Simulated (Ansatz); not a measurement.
Geometry optimisation, DFT PBEsol, scalar-relativistic, plane waves, PAW in Ansatz.

Input:

```yaml
crystal:
  lattice:
    - [0.0, 4.408, 4.408]
    - [4.408, 0.0, 4.408]
    - [4.408, 4.408, 0.0]
  atoms:
    - { symbol: Mg, position: [0.0, 0.0, 0.0] }
    - { symbol: O, position: [0.25, 0.25, 0.25] }
    - { symbol: Mg, position: [0.0, 0.0, 0.5] }
    - { symbol: O, position: [0.25, 0.25, 0.75] }
    - { symbol: Mg, position: [0.0, 0.5, 0.0] }
    - { symbol: O, position: [0.25, 0.75, 0.25] }
    - { symbol: Mg, position: [0.0, 0.5, 0.5] }
    - { symbol: O, position: [0.25, 0.75, 0.75] }
    - { symbol: Mg, position: [0.5, 0.0, 0.0] }
    - { symbol: O, position: [0.75, 0.25, 0.25] }
    - { symbol: Mg, position: [0.5, 0.0, 0.5] }
    - { symbol: O, position: [0.75, 0.25, 0.75] }
    - { symbol: Mg, position: [0.5, 0.5, 0.0] }
    - { symbol: O, position: [0.75, 0.75, 0.25] }
    - { symbol: Mg, position: [0.5, 0.5, 0.5] }
    - { symbol: O, position: [0.75, 0.75, 0.75] }
    - { symbol: H, position: [0.6232749, 0.6146922, 0.6298103] }
total_charge: 1
basis:
  ecutwfc: 420.0
kpoints:
  mp_grid: { grid: [2, 2, 2] }
hamiltonian:
  xc: pbesol
  pseudopotentials: { kind: paw, azcp: { folder: soft_1 } }
scf:
  occupations: { method: gaussian, width: 0.05 }
  lower_state_search: "off"
relax:
  f_tol: 0.03
  max_steps: 60
  adjacent_minimum: "off"
```

Launched with:

```bash
$ ansatz run input.yaml --threads 1 --pin off --max-ram 3072MiB --backend cpu --events-out ev --progress --plain --runs-dir out
```

Task: Where does it end, and by what steps?

Result: It converged. The force dipped under the threshold on the way, but the program's further checks kept it going. Limits of this set-up: coarse k mesh, PAW files made for another functional, a small cell, in which the defect meets its images, charged cell in a uniform background, uncorrected. After 10 steps the energy has fallen by 2.281 eV; H17 moved furthest, 0.90 Å. Parted: Mg11–H17 (1.96 → 2.87 Å). Joined: O12–H17 (1.86 → 0.99 Å).

| step | energy less start (eV) | largest force component (eV/Å) | accepted |
| --- | --- | --- | --- |
| 0 | 0.0000 | 1.374 | yes |
| 1 | -0.6600 | 0.334 | yes |
| 2 | -0.7317 | 0.323 | yes |
| 3 | -0.9083 | 0.904 | yes |
| 4 | -1.2701 | 1.421 | yes |
| 5 | -1.9157 | 1.612 | yes |
| 6 | -2.1525 | 1.180 | yes |
| 7 | -2.2469 | 0.187 | yes |
| 8 | -2.2695 | 0.193 | yes |
| 9 | -2.2809 | 0.019 | yes |
| 10 | -2.2809 | 0.019 | yes |

```xyz
17
Lattice="0.0000 4.4080 4.4080 4.4080 0.0000 4.4080 4.4080 4.4080 0.0000" Properties=species:S:1:pos:R:3
Mg 0.057 0.004 0.056
O 2.249 2.180 2.247
Mg 2.199 2.146 0.057
O 4.431 4.362 2.247
Mg 2.246 -0.043 2.244
O 4.465 2.147 4.463
Mg 4.404 2.207 2.399
O 6.611 4.408 4.432
Mg 0.059 2.145 2.197
O 2.249 4.363 4.429
Mg 2.210 4.402 2.208
O 4.393 6.625 4.390
Mg 2.399 2.207 4.402
O 4.434 4.409 6.608
Mg 4.405 4.213 4.403
O 6.609 6.585 6.607
H 4.962 6.060 4.963
```

Time of the run: 50 s on 1 thread of Arm Neoverse V1, on a shared host, peak memory 0.45 GiB.
